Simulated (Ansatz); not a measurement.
# Ga: the cost of one run

Program: Ansatz 0.2.0. Level of theory: reference: DFT mr2scan, plane waves, PAW, scalar-relativistic, no spin polarisation. These are calculated values, not measurements.

## (1) Starting point

The structure is tetragonal, space group I4/mmm (No. 139). Conventional cell: a = 2.805 Å, b = 2.805 Å, c = 4.454 Å, α = 90.00°, β = 90.00°, γ = 90.00°. Around Ga (site symmetry 4/mmm) lie 12 Ga at 2.81 to 2.98 Å.

Structure file:

```cif
data_structure
_symmetry_space_group_name_H-M 'I4/mmm'
_symmetry_Int_Tables_number 139
_cell_length_a 2.8055
_cell_length_b 2.8055
_cell_length_c 4.4540
_cell_angle_alpha 90.000
_cell_angle_beta 90.000
_cell_angle_gamma 90.000
_cell_volume 35.06
loop_
_atom_site_label
_atom_site_type_symbol
_atom_site_symmetry_multiplicity
_atom_site_Wyckoff_symbol
_atom_site_fract_x
_atom_site_fract_y
_atom_site_fract_z
_atom_site_occupancy
Ga1 Ga 2 a 0.00000 0.00000 0.00000 1
```

## (2) The reference run

File input.yaml:

```yaml
crystal:
  lattice:
    - [-1.40272609, 1.40272609, 2.22697754]
    - [1.40272609, -1.40272609, 2.22697754]
    - [1.40272609, 1.40272609, -2.22697754]
  atoms:
    - { symbol: Ga, position: [0.0, 0.0, 0.0] }
  symmetry: { tolerance: 0.0003 }
kpoints:
  mp_grid: { grid: [9, 9, 9], shift: [0, 0, 0] }
magnetization:
  spin_polarized: false
scf:
  occupations: { method: fermi_dirac, width: 0.0445 }
hamiltonian:
  pseudopotentials: { kind: paw }
  xc: mr2scan
basis:
  ecutwfc: 500
output:
  forces: true
  stress: true
  eigenvalues: true
```

Command:

```bash
$ ansatz run input.yaml --threads 1 --pin off --max-ram 2560MiB --backend cpu --events-out ev --progress --plain --runs-dir out
```

**Question.** How long does this run take on 1 thread of an Arm CPU, shared host, and how much memory does it need?

About 4.5 s, with a peak of 0.39 GiB.
